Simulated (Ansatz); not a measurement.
# AlH7O2Si2: the cost of one run

Method: RKS PBE/STO-3G, in Ansatz 0.2.0.

**1. The starting structure**

Bond lengths: Al1–O2 1.780 Å, O2–Si3 1.680 Å, Si3–H4 1.460 Å, Si3–H5 1.460 Å, Si3–H6 1.460 Å, Al1–H7 1.560 Å, Al1–O8 1.780 Å, O8–Si9 1.680 Å, Si9–H10 1.460 Å, Si9–H11 1.460 Å, Si9–H12 1.460 Å. Angles (14 of 17 angles, heavy atoms first): Al1–O2–Si3 125.0°, O2–Al1–O8 120.0°, Al1–O8–Si9 125.0°, O2–Al1–H7 120.0°, H7–Al1–O8 120.0°, O2–Si3–H4 109.5°, O2–Si3–H5 109.5°, O2–Si3–H6 109.5°, O8–Si9–H10 109.5°, O8–Si9–H11 109.5°, O8–Si9–H12 109.5°, H4–Si3–H5 109.4°, H4–Si3–H6 109.4°, H5–Si3–H6 109.4°.

Structure file:

```xyz
12

Al    0.0000    0.0000    0.0000
O     0.0000    0.0000    1.7800
Si   -1.3147   -0.4067    2.7436
H    -2.2390   -1.2403    1.9804
H    -0.8506   -1.1432    3.9157
H    -1.9987    0.8095    3.1733
H     1.3510    0.0000   -0.7800
O    -1.5415    0.0000   -0.8900
Si   -2.6907   -1.2238   -0.8267
H    -2.2881   -2.2198    0.1620
H    -3.9833   -0.6595   -0.4496
H    -2.8007   -1.8572   -2.1376
```

**2. Relaxing the start**

Input file input.yaml:

```yaml
crystal:
  periodic: [false, false, false]
  atoms:
    - { symbol: Al, position_ang: [0.0, 0.0, 0.0] }
    - { symbol: O, position_ang: [0.0, 0.0, 1.78] }
    - { symbol: Si, position_ang: [-1.3147, -0.4067, 2.7436] }
    - { symbol: H, position_ang: [-2.239, -1.2403, 1.9804] }
    - { symbol: H, position_ang: [-0.8506, -1.1432, 3.9157] }
    - { symbol: H, position_ang: [-1.9987, 0.8095, 3.1733] }
    - { symbol: H, position_ang: [1.351, 0.0, -0.78] }
    - { symbol: O, position_ang: [-1.5415, 0.0, -0.89] }
    - { symbol: Si, position_ang: [-2.6907, -1.2238, -0.8267] }
    - { symbol: H, position_ang: [-2.2881, -2.2198, 0.162] }
    - { symbol: H, position_ang: [-3.9833, -0.6595, -0.4496] }
    - { symbol: H, position_ang: [-2.8007, -1.8572, -2.1376] }
basis:
  gaussian: { orbitals: STO-3G }
hamiltonian:
  xc: pbe
relax:
  f_tol: 0.02
  max_steps: 40
```

On the command line:

```sh
> ansatz run input.yaml --threads 1 --pin off --max-ram 2048MiB --backend cpu --events-out ev --progress --plain --runs-dir out
```

What time and memory should one allow on 1 thread of Arm Neoverse V2, shared host?

About 45 s, with a peak of 0.13 GiB.
